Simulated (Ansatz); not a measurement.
# CF4: the cost of one run

Program: Ansatz 0.2.0. Level of theory: DFT PBE+D3(BJ), plane waves, PAW, scalar-relativistic, no spin polarisation. These are calculated values, not measurements.

1 further run of the same task is left out (it didn't finish).

## Step 1: The starting structure

The cell holds 40 atoms (C8F32): a = 8.996 Å, b = 8.996 Å, c = 8.996 Å, α = 90.00°, β = 90.00°, γ = 90.00°.

Its coordinates follow in the input file.

## Step 2: Relaxing the start

Contents of input.yaml:

```yaml
accuracy: low
crystal:
  lattice:
    - [8.995883, 0.0, 0.0]
    - [0.0, 8.995883, 0.0]
    - [0.0, 0.0, 8.995883]
  atoms:
    - { symbol: C, position: [0.9914847, 0.3066782, 0.6346194] }
    - { symbol: F, position: [0.8733486, 0.2616976, 0.558109] }
    - { symbol: F, position: [1.0653643, 0.1889871, 0.6848572] }
    - { symbol: F, position: [1.0796331, 0.3863593, 0.5467899] }
    - { symbol: F, position: [0.9475927, 0.3896689, 0.7487214] }
    - { symbol: C, position: [0.451238, 0.5936173, 0.9989595] }
    - { symbol: F, position: [0.5109928, 0.7149301, 0.9394126] }
    - { symbol: F, position: [0.5463597, 0.5339019, 1.0949759] }
    - { symbol: F, position: [0.3263717, 0.6296437, 1.0692712] }
    - { symbol: F, position: [0.4212279, 0.4959937, 0.8921781] }
    - { symbol: C, position: [0.0252775, 0.2617198, 0.1204068] }
    - { symbol: F, position: [0.0793404, 0.3973503, 0.1430965] }
    - { symbol: F, position: [-0.1205009, 0.2621343, 0.1445259] }
    - { symbol: F, position: [0.0520174, 0.220726, -0.0190124] }
    - { symbol: F, position: [0.090253, 0.1666688, 0.2130174] }
    - { symbol: C, position: [0.2058257, 0.9554217, 0.522592] }
    - { symbol: F, position: [0.2491235, 1.0318373, 0.6414161] }
    - { symbol: F, position: [0.0617047, 0.9781583, 0.4992377] }
    - { symbol: F, position: [0.2825313, 1.0002889, 0.4045394] }
    - { symbol: F, position: [0.2299431, 0.8114022, 0.5451746] }
    - { symbol: C, position: [0.9277337, 0.6636047, 0.4686725] }
    - { symbol: F, position: [0.9116264, 0.7966755, 0.4064957] }
    - { symbol: F, position: [1.0703046, 0.6248852, 0.4659202] }
    - { symbol: F, position: [0.8807586, 0.6686443, 0.6086767] }
    - { symbol: F, position: [0.8482453, 0.5642138, 0.3935974] }
    - { symbol: C, position: [0.9651276, 0.8302454, 0.1071959] }
    - { symbol: F, position: [1.0577875, 0.8373187, -0.0076838] }
    - { symbol: F, position: [0.9680332, 0.9583488, 0.180778] }
    - { symbol: F, position: [0.8280412, 0.8045745, 0.0583947] }
    - { symbol: F, position: [1.0066484, 0.7207398, 0.1972945] }
    - { symbol: C, position: [0.5312205, 0.1220662, 0.1293147] }
    - { symbol: F, position: [0.6680421, 0.1530684, 0.0829256] }
    - { symbol: F, position: [0.4752715, 0.2393883, 0.199589] }
    - { symbol: F, position: [0.4461168, 0.0890461, 0.013124] }
    - { symbol: F, position: [0.5354515, 0.0067621, 0.2216201] }
    - { symbol: C, position: [0.6382281, 0.1183439, 0.7378227] }
    - { symbol: F, position: [0.7149375, 0.2349055, 0.7864259] }
    - { symbol: F, position: [0.6091913, 0.0278418, 0.8509574] }
    - { symbol: F, position: [0.511321, 0.1644503, 0.6778059] }
    - { symbol: F, position: [0.7174625, 0.0461778, 0.6361014] }
basis:
  ecutwfc: 420.0
kpoints:
  mp_grid: { grid: [1, 1, 1] }
hamiltonian:
  xc: pbe
  dispersion: d3bj
scf:
  occupations: { method: fermi_dirac, width: 0.02 }
  lower_state_search: "off"
relax:
  f_tol: 0.3
  max_steps: 15
  adjacent_minimum: "off"
```

Launch:

```bash
$ ansatz run input.yaml --threads 2 --pin off --max-ram 5120MiB --backend cpu --events-out ev --progress --plain --runs-dir out
```

What time and memory should one allow on 2 threads of Arm Neoverse V1, shared host?

About 38 s, with a peak of 0.68 GiB.
